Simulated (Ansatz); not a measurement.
# C₂H₁₀N₂Ti: how energies converge with the basis set

How large a basis does C₂H₁₀N₂Ti need? Two functionals are run in growing sets.

Computed with Ansatz 0.2.0, Gaussian basis. Level: one geometry, several basis sets.

Levels to be run: PBE0-D4/def2-SVP; ωB97M-V/def2-SVP; PBE0-D4/def2-QZVPP; ωB97M-V/def2-QZVPP; the functionals' def2-TZVPP values are taken from earlier runs.

### Step 1. The relaxed structure

All runs share one geometry, relaxed beforehand with PBE0-D4 in a triple-zeta def2 set.

SMILES `[CH3][Ti]([CH3])([NH2])[NH2]`, 15 atoms, charge 0, spin multiplicity 1.

Atoms are counted from 1 here; the program's logs count them from 0.

Bond lengths: C1–Ti2 2.076 Å, C1–H6 1.095 Å, C1–H7 1.096 Å, C1–H8 1.095 Å, Ti2–C3 2.076 Å, Ti2–N4 1.881 Å, Ti2–N5 1.882 Å, C3–H9 1.096 Å, C3–H10 1.095 Å, C3–H11 1.095 Å, N4–H12 1.011 Å, N4–H13 1.011 Å, N5–H14 1.012 Å, N5–H15 1.009 Å. Angles: Ti2–C1–H6 111.1°, Ti2–C1–H7 109.0°, Ti2–C1–H8 111.1°, H6–C1–H7 108.8°, H6–C1–H8 108.2°, H7–C1–H8 108.6°, C1–Ti2–C3 106.8°, C1–Ti2–N4 111.3°, C1–Ti2–N5 108.0°, C3–Ti2–N4 111.4°, C3–Ti2–N5 108.0°, N4–Ti2–N5 111.2°, Ti2–C3–H9 109.0°, Ti2–C3–H10 111.1°, Ti2–C3–H11 111.2°, H9–C3–H10 108.8°, H9–C3–H11 108.6°, H10–C3–H11 108.2° and more.

### Step 2. PBE0-D4 in def2-SVP

Input file in.yaml:

```yaml
crystal:
  periodic: [false, false, false]
  atoms:
    - {symbol: C, position_ang: [-1.849095, 0.147381, 0.567967]}
    - {symbol: Ti, position_ang: [0.118545, 0.194260, -0.093480]}
    - {symbol: C, position_ang: [0.965647, -1.631278, 0.417382]}
    - {symbol: N, position_ang: [1.064247, 1.628133, 0.673948]}
    - {symbol: N, position_ang: [0.097204, 0.318909, -1.971309]}
    - {symbol: H, position_ang: [-2.341653, 1.112200, 0.406333]}
    - {symbol: H, position_ang: [-1.860710, -0.079752, 1.640499]}
    - {symbol: H, position_ang: [-2.423753, -0.621874, 0.041317]}
    - {symbol: H, position_ang: [0.843266, -1.792231, 1.494940]}
    - {symbol: H, position_ang: [2.034111, -1.650163, 0.177212]}
    - {symbol: H, position_ang: [0.480675, -2.455269, -0.116659]}
    - {symbol: H, position_ang: [0.650079, 2.496347, 0.986443]}
    - {symbol: H, position_ang: [2.048069, 1.615905, 0.908260]}
    - {symbol: H, position_ang: [-0.365395, -0.366198, -2.555083]}
    - {symbol: H, position_ang: [0.516666, 1.032831, -2.548566]}
basis:
  gaussian: {orbitals: def2-SVP}
hamiltonian: {xc: pbe0, dispersion: d4}
output: {orbitals: {seedname: orbitals}}
```

Started as:

```
$ ansatz run in.yaml --threads 4 --pin off --events-out ev --progress --plain --max-ram 11315MiB
```

The runs that follow: ωB97M-V in def2-SVP; PBE0-D4 in def2-QZVPP; ωB97M-V in def2-QZVPP.

**Question.** What will the summary of the whole plan be? Wanted: PBE0-D4: double and triple zeta above quadruple; ωB97M-V: double and triple zeta above quadruple.

As calculated:

| quantity | value |
| --- | --- |
| PBE0-D4: double and triple zeta above quadruple | 10.03, 0.78 eV |
| ωB97M-V: double and triple zeta above quadruple | 10.29, 0.73 eV |

PBE0-D4 gains 9.26 eV from double to triple zeta, then 0.78 eV more. Total energies overstate the basis error of differences, where much of it tends to cancel.
